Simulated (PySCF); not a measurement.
**A gas-phase reaction: CH5FGeO + F → CH4FGeO + FH**

Aim: the reaction energy of `[CH3][GeH]([OH])[F]` + `[F-]` → `[CH3][GeH]([O-])[F]` + `F`.

Programs: PySCF 2.14.0. All values are calculated, for the isolated system unless a continuum is named. Atoms count from 0, parts from 1.

## (1) The system as given

Each species was relaxed by itself at PBE0-D3(BJ)/def2-SVPD.

## (2) Reaction energy: wB97M-D3(BJ)/def2-TZVPD

The job: settings as JSON, then the geometry in Å.

```
{"job": {"kind": "react", "xc": "wB97M-D3(BJ)", "basis": "def2-TZVPD"}, "charge": 0, "multiplicity": 1}
-1 CH5FGeO charge 0 multiplicity 1
C     -1.306720    -0.119060     0.199830
Ge     0.517180    -0.065800    -0.399200
O      1.524530     0.178510     1.040200
F      0.716810     1.364620    -1.408400
H     -1.439040    -0.919390     0.940020
H     -1.554330     0.843680     0.666140
H     -1.983070    -0.294700    -0.646800
H      1.056410    -1.213920    -1.265910
H      2.470090     0.225980     0.876010

-1 F charge -1 multiplicity 1
F      0.000000     0.000000     0.000000

+1 CH4FGeO charge -1 multiplicity 1
C     -0.974880     0.261220    -0.247860
Ge     0.921990    -0.190880     0.064820
O      1.749610    -0.963700    -1.178480
F      0.718910    -1.200480     1.579210
H     -1.434740     0.666010     0.666670
H     -1.062950     1.004990    -1.054470
H     -1.519000    -0.645670    -0.550100
H      1.601390     1.068470     0.720450

+1 FH charge 0 multiplicity 1
F      0.459830    -0.015620    -0.000200
H     -0.459830     0.015620     0.000200
```

With the program's defaults for keys left out, this is: wB97M-D3(BJ)/def2-TZVPD reaction energy of separated species, gas phase.

On the command line:

```bash
OMP_NUM_THREADS=1 python cluster_run.py task.json out
```

One launch serves the whole session: the jobs run in the order shown.

Output:

```text
species 1 (CH5FGeO)
coarse grid: 35440 points
cycle   1  E = -2293.2452612054  dE = -4.251e-01  |g| = 1.065e+00  |ddm| = 2.375e+00
cycle   2  E = -2293.1842609255  dE =  6.100e-02  |g| = 1.325e+00  |ddm| = 1.372e+00
cycle   3  E = -2293.4135101936  dE = -2.292e-01  |g| = 5.348e-02  |ddm| = 6.851e-01
cycle   4  E = -2293.4139514087  dE = -4.412e-04  |g| = 3.436e-02  |ddm| = 6.707e-02
cycle   5  E = -2293.4141163526  dE = -1.649e-04  |g| = 5.645e-03  |ddm| = 2.834e-02
cycle   6  E = -2293.4141240354  dE = -7.683e-06  |g| = 1.221e-03  |ddm| = 9.177e-03
final grid: 73920 points
cycle   7  E = -2293.4139464284  dE = -7.172e-07  |g| = 9.216e-04  |ddm| = 5.353e-03
cycle   8  E = -2293.4139465142  dE = -8.589e-08  |g| = 8.086e-04  |ddm| = 1.489e-03
cycle   9  E = -2293.4139466259  dE = -1.117e-07  |g| = 1.144e-04  |ddm| = 5.377e-04
cycle  10  E = -2293.4139466298  dE = -3.895e-09  |g| = 6.397e-05  |ddm| = 1.586e-04
cycle  11  E = -2293.4139466313  dE = -1.512e-09  |g| = 7.885e-06  |ddm| = 1.248e-04
cycle  12  E = -2293.4139466314  dE = -2.365e-11  |g| = 3.585e-06  |ddm| = 1.698e-05
converged SCF energy = -2293.4139466314

species 2 (F)
coarse grid: 5304 points
cycle   1  E = -99.7735595435  dE = -1.701e-01  |g| = 8.390e-01  |ddm| = 3.042e-01
cycle   2  E = -99.4217741307  dE =  3.518e-01  |g| = 1.736e+00  |ddm| = 1.187e+00
cycle   3  E = -99.9129072191  dE = -4.911e-01  |g| = 3.879e-02  |ddm| = 7.668e-01
cycle   4  E = -99.9130379075  dE = -1.307e-04  |g| = 2.144e-02  |ddm| = 3.124e-02
cycle   5  E = -99.9130976974  dE = -5.979e-05  |g| = 1.450e-03  |ddm| = 8.861e-03
cycle   6  E = -99.9130979605  dE = -2.631e-07  |g| = 2.299e-04  |ddm| = 4.862e-04
final grid: 11608 points
cycle   7  E = -99.9130859017  dE =  1.872e-09  |g| = 2.255e-04  |ddm| = 1.777e-04
cycle   8  E = -99.9130858948  dE =  6.925e-09  |g| = 3.200e-04  |ddm| = 1.966e-04
cycle   9  E = -99.9130859089  dE = -1.404e-08  |g| = 1.900e-06  |ddm| = 1.112e-04
cycle  10  E = -99.9130859089  dE = -1.251e-12  |g| = 7.399e-08  |ddm| = 3.603e-06
converged SCF energy = -99.9130859089

species 3 (CH4FGeO)
coarse grid: 32968 points
cycle   1  E = -2292.5315619710  dE = -5.241e-01  |g| = 1.307e+00  |ddm| = 2.286e+00
cycle   2  E = -2291.7986028263  dE =  7.330e-01  |g| = 2.308e+00  |ddm| = 1.859e+01
cycle   3  E = -2292.8163599959  dE = -1.018e+00  |g| = 3.329e-01  |ddm| = 1.813e+01
cycle   4  E = -2292.8335342513  dE = -1.717e-02  |g| = 1.288e-01  |ddm| = 2.478e-01
cycle   5  E = -2292.8359103688  dE = -2.376e-03  |g| = 2.414e-02  |ddm| = 2.299e-01
cycle   6  E = -2292.8360256910  dE = -1.153e-04  |g| = 1.164e-02  |ddm| = 8.074e-02
cycle   7  E = -2292.8360536270  dE = -2.794e-05  |g| = 1.627e-03  |ddm| = 4.593e-02
cycle   8  E = -2292.8360553960  dE = -1.769e-06  |g| = 6.962e-04  |ddm| = 1.644e-02
final grid: 68552 points
cycle   9  E = -2292.8359209338  dE = -4.075e-07  |g| = 5.363e-04  |ddm| = 5.337e-03
cycle  10  E = -2292.8359209295  dE =  4.301e-09  |g| = 7.316e-04  |ddm| = 2.045e-03
cycle  11  E = -2292.8359210222  dE = -9.275e-08  |g| = 9.420e-05  |ddm| = 4.499e-04
cycle  12  E = -2292.8359210268  dE = -4.547e-09  |g| = 5.356e-05  |ddm| = 4.525e-04
cycle  13  E = -2292.8359210287  dE = -1.897e-09  |g| = 1.191e-05  |ddm| = 4.226e-04
cycle  14  E = -2292.8359210287  dE = -6.457e-11  |g| = 7.104e-06  |ddm| = 5.906e-05
converged SCF energy = -2292.8359210287

species 4 (FH)
coarse grid: 7776 points
cycle   1  E = -100.4688149788  dE = -9.408e-02  |g| = 4.644e-01  |ddm| = 6.197e-01
cycle   2  E = -100.4724960319  dE = -3.681e-03  |g| = 5.038e-01  |ddm| = 3.808e-01
cycle   3  E = -100.5053094911  dE = -3.281e-02  |g| = 2.574e-02  |ddm| = 1.678e-01
cycle   4  E = -100.5053854693  dE = -7.598e-05  |g| = 5.006e-03  |ddm| = 1.077e-02
cycle   5  E = -100.5053901105  dE = -4.641e-06  |g| = 4.334e-04  |ddm| = 3.766e-03
final grid: 16976 points
cycle   6  E = -100.5053937598  dE = -6.400e-08  |g| = 1.070e-04  |ddm| = 8.223e-04
cycle   7  E = -100.5053937632  dE = -3.441e-09  |g| = 8.262e-05  |ddm| = 2.185e-04
cycle   8  E = -100.5053937641  dE = -8.923e-10  |g| = 2.033e-05  |ddm| = 3.754e-05
converged SCF energy = -100.5053937641

Reaction energy = -8.600 kcal/mol
```

Run time: 40 s. Hardware: 1 thread of Arm Neoverse V1, shared host; peak memory 0.77 GiB.

Species by species (with the dispersion term, which the log's SCF energies lack):

```
 ν              species  energy (Eh)  HOMO (eV)
-1  [CH3][GeH]([OH])[F]  -2293.42113     -11.41
-1                 [F-]    -99.91309      -2.89
+1  [CH3][GeH]([O-])[F]  -2292.84229      -3.89
+1                    F   -100.50563     -14.54
```

## (3) Energies of the species: PBE0-D3(BJ)/def2-TZVPD

The job, as its differences from that of step 2:

```diff
@@ -1,2 +1,2 @@
-{"job": {"kind": "react", "xc": "wB97M-D3(BJ)", "basis": "def2-TZVPD"}, "charge": 0, "multiplicity": 1}
+{"job": {"kind": "react", "xc": "PBE0", "basis": "def2-TZVPD", "disp": "d3bj"}, "charge": 0, "multiplicity": 1}
 -1 CH5FGeO charge 0 multiplicity 1
```

Method: PBE0-D3(BJ)/def2-TZVPD reaction energy of separated species, gas phase.

Output:

```text
species 1 (CH5FGeO)
coarse grid: 35440 points
cycle   1  E = -2292.6764027214  dE = -3.774e-01  |g| = 1.161e+00  |ddm| = 2.470e+00
cycle   2  E = -2292.2965567229  dE =  3.798e-01  |g| = 1.926e+00  |ddm| = 1.833e+00
cycle   3  E = -2292.8649492286  dE = -5.684e-01  |g| = 1.705e-01  |ddm| = 1.207e+00
cycle   4  E = -2292.8693512441  dE = -4.402e-03  |g| = 6.079e-02  |ddm| = 1.416e-01
cycle   5  E = -2292.8698755520  dE = -5.243e-04  |g| = 1.446e-02  |ddm| = 4.207e-02
cycle   6  E = -2292.8699029548  dE = -2.740e-05  |g| = 5.936e-03  |ddm| = 1.040e-02
cycle   7  E = -2292.8699089631  dE = -6.008e-06  |g| = 7.856e-04  |ddm| = 4.012e-03
final grid: 73920 points
cycle   8  E = -2292.8698326041  dE = -1.772e-07  |g| = 9.170e-04  |ddm| = 5.546e-03
cycle   9  E = -2292.8698324624  dE =  1.417e-07  |g| = 1.265e-03  |ddm| = 1.444e-03
cycle  10  E = -2292.8698327892  dE = -3.269e-07  |g| = 1.347e-04  |ddm| = 7.808e-04
cycle  11  E = -2292.8698327923  dE = -3.050e-09  |g| = 2.666e-05  |ddm| = 9.272e-05
cycle  12  E = -2292.8698327924  dE = -1.100e-10  |g| = 4.631e-06  |ddm| = 2.109e-05
converged SCF energy = -2292.8698327924

species 2 (F)
coarse grid: 1088 points
cycle   1  E = -99.6480299908  dE = -8.108e-02  |g| = 8.599e-01  |ddm| = 3.156e-01
cycle   2  E = -97.8823061729  dE =  1.766e+00  |g| = 3.110e+00  |ddm| = 2.037e+00
cycle   3  E = -99.7922027745  dE = -1.910e+00  |g| = 7.027e-02  |ddm| = 1.718e+00
cycle   4  E = -99.7924511220  dE = -2.483e-04  |g| = 5.277e-02  |ddm| = 6.585e-02
cycle   5  E = -99.7928802840  dE = -4.292e-04  |g| = 8.706e-03  |ddm| = 1.832e-02
cycle   6  E = -99.7928921043  dE = -1.182e-05  |g| = 1.037e-03  |ddm| = 3.146e-03
cycle   7  E = -99.7928922756  dE = -1.713e-07  |g| = 4.564e-06  |ddm| = 4.256e-04
final grid: 11608 points
cycle   8  E = -99.7963210859  dE = -3.387e-06  |g| = 9.094e-04  |ddm| = 3.670e-03
cycle   9  E = -99.7963207951  dE =  2.908e-07  |g| = 1.611e-03  |ddm| = 9.527e-04
cycle  10  E = -99.7963211908  dE = -3.957e-07  |g| = 1.338e-04  |ddm| = 7.234e-04
cycle  11  E = -99.7963211937  dE = -2.821e-09  |g| = 9.473e-06  |ddm| = 6.123e-05
cycle  12  E = -99.7963211937  dE = -1.552e-11  |g| = 5.050e-07  |ddm| = 4.784e-06
converged SCF energy = -99.7963211937

species 3 (CH4FGeO)
coarse grid: 32968 points
cycle   1  E = -2291.9549230358  dE = -4.204e-01  |g| = 1.382e+00  |ddm| = 2.385e+00
cycle   2  E = -2287.6386061960  dE =  4.316e+00  |g| = 3.594e+00  |ddm| = 1.523e+02
cycle   3  E = -2292.0859481390  dE = -4.447e+00  |g| = 9.725e-01  |ddm| = 1.523e+02
cycle   4  E = -2292.2786338356  dE = -1.927e-01  |g| = 2.145e-01  |ddm| = 7.034e-01
cycle   5  E = -2292.2849396298  dE = -6.306e-03  |g| = 1.357e-01  |ddm| = 2.928e-01
cycle   6  E = -2292.2873854623  dE = -2.446e-03  |g| = 3.935e-02  |ddm| = 1.002e-01
cycle   7  E = -2292.2876162344  dE = -2.308e-04  |g| = 1.067e-02  |ddm| = 3.155e-02
cycle   8  E = -2292.2876384198  dE = -2.219e-05  |g| = 3.369e-03  |ddm| = 9.358e-03
cycle   9  E = -2292.2876408112  dE = -2.391e-06  |g| = 1.096e-03  |ddm| = 3.136e-03
final grid: 68552 points
cycle  10  E = -2292.2875981256  dE =  3.322e-07  |g| = 2.023e-03  |ddm| = 6.354e-03
cycle  11  E = -2292.2875948805  dE =  3.245e-06  |g| = 4.558e-03  |ddm| = 4.750e-03
cycle  12  E = -2292.2875989332  dE = -4.053e-06  |g| = 4.302e-04  |ddm| = 3.362e-03
cycle  13  E = -2292.2875989731  dE = -3.994e-08  |g| = 5.906e-05  |ddm| = 3.373e-04
cycle  14  E = -2292.2875989737  dE = -5.275e-10  |g| = 1.488e-05  |ddm| = 4.382e-05
converged SCF energy = -2292.2875989737

species 4 (FH)
coarse grid: 1712 points
cycle   1  E = -100.3541390922  dE = -3.605e-02  |g| = 4.958e-01  |ddm| = 6.253e-01
cycle   2  E = -100.3146202094  dE =  3.952e-02  |g| = 7.430e-01  |ddm| = 5.125e-01
cycle   3  E = -100.3938633593  dE = -7.924e-02  |g| = 2.284e-02  |ddm| = 2.892e-01
cycle   4  E = -100.3939389168  dE = -7.556e-05  |g| = 4.205e-03  |ddm| = 9.787e-03
cycle   5  E = -100.3939409007  dE = -1.984e-06  |g| = 3.557e-04  |ddm| = 1.247e-03
final grid: 16976 points
cycle   6  E = -100.3948398304  dE = -1.859e-05  |g| = 4.003e-03  |ddm| = 7.543e-03
cycle   7  E = -100.3948378986  dE =  1.932e-06  |g| = 5.507e-03  |ddm| = 3.358e-03
cycle   8  E = -100.3948420009  dE = -4.102e-06  |g| = 9.884e-05  |ddm| = 2.016e-03
cycle   9  E = -100.3948420022  dE = -1.267e-09  |g| = 1.773e-05  |ddm| = 3.908e-05
cycle  10  E = -100.3948420022  dE = -4.748e-11  |g| = 3.062e-06  |ddm| = 1.023e-05
converged SCF energy = -100.3948420022

Reaction energy = -9.980 kcal/mol
```

It took 20 s on 1 thread of Arm Neoverse V1, shared host; peak memory 0.67 GiB.

Reaction energy at this level: -9.98 kcal/mol.

## (4) Comparing the runs

Energies in kcal/mol, with wall time:

```
                    run  reaction  time
wB97M-D3(BJ)/def2-TZVPD     -8.60  40 s
 PBE0-D3(BJ)/def2-TZVPD     -9.98  20 s
```

## (5) Results

| quantity | value |
| --- | --- |
| reaction energy (wB97M-D3(BJ)/def2-TZVPD) | -8.60 kcal/mol |
| ΔH, ΔG at 298 K (xTB thermal terms) | -9.9, -11.0 kcal/mol |
| range of the reaction energy over the runs of this table | -9.98 to -8.60 kcal/mol |

The reaction is exothermic by 9.9 kcal/mol in the gas phase; dispersion gives +0.36, and xTB itself gave -13.56 for the electronic energy (xTB energies and thermal terms come from the earlier relaxation of each species, not shown). No barrier was sought. The reaction energy runs from -9.98 (PBE0-D3(BJ)/def2-TZVPD) to -8.60 kcal/mol (wB97M-D3(BJ)/def2-TZVPD).
